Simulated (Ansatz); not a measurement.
# SnHF₃: small, medium and large basis sets

One table from this session's results is given with a row withheld; the runs are named, their logs left out.

Program: Ansatz 0.2.0, Gaussian basis. Level of theory: one geometry, several basis sets. These are calculated values, not measurements.

Levels to be run: PBE0-D4/def2-SVP; ωB97M-V/def2-SVP; PBE0-D4/def2-QZVPP; ωB97M-V/def2-QZVPP; the functionals' def2-TZVPP values are taken from earlier runs.

**The geometry**

An earlier PBE0-D4 in a triple-zeta def2 set relaxation fixed the geometry. Sn takes the def2 core potential; no spin-orbit term is included.

SMILES `[F][SnH]([F])[F]`, 5 atoms, charge 0, spin multiplicity 1.

Atoms are counted from 1 here; the program's logs count them from 0.

Bond lengths: F1–Sn2 1.891 Å, Sn2–F3 1.891 Å, Sn2–F4 1.891 Å, Sn2–H5 1.682 Å. Angles: F1–Sn2–F3 105.0°, F1–Sn2–F4 105.0°, F1–Sn2–H5 113.7°, F3–Sn2–F4 105.0°, F3–Sn2–H5 113.7°, F4–Sn2–H5 113.7°.

The first run:

in.yaml

```yaml
crystal:
  periodic: [false, false, false]
  atoms:
    - {symbol: F, position_ang: [-0.323894, -0.547910, 1.727748]}
    - {symbol: Sn, position_ang: [0.127228, -0.006842, -0.027178]}
    - {symbol: F, position_ang: [-0.794890, 1.623381, -0.288182]}
    - {symbol: F, position_ang: [-0.742711, -1.246701, -1.159419]}
    - {symbol: H, position_ang: [1.784167, 0.104471, -0.294269]}
basis:
  gaussian: {orbitals: def2-SVP}
hamiltonian: {xc: pbe0, dispersion: d4}
output: {orbitals: {seedname: orbitals}}
```

Steps of the session up to this table: PBE0-D4 in def2-SVP; ωB97M-V in def2-SVP; PBE0-D4 in def2-QZVPP; ωB97M-V in def2-QZVPP.

One of the session's tables, all rows but one given; the rest of the session is left out.

It belongs to the step «Functionals by basis». 

| functional | basis | HOMO (eV) | LUMO (eV) |
| --- | --- | --- | --- |
| PBE0-D4 | def2-SVP | -10.83 | -1.91 |
| PBE0-D4 | def2-TZVPP | -11.05 | -2.15 |
| PBE0-D4 | def2-QZVPP | -11.07 | -2.19 |
| ωB97M-V | def2-SVP | ? | ? |
| ωB97M-V | def2-TZVPP | -13.38 | -0.06 |
| ωB97M-V | def2-QZVPP | -13.40 | -0.18 |

Estimate the missing values for ωB97M-V, def2-SVP.

As computed: HOMO (eV): -13.12; LUMO (eV): 0.27. In the column «HOMO (eV)» it lies between ωB97M-V, def2-TZVPP (-13.38) and PBE0-D4, def2-QZVPP (-11.07).
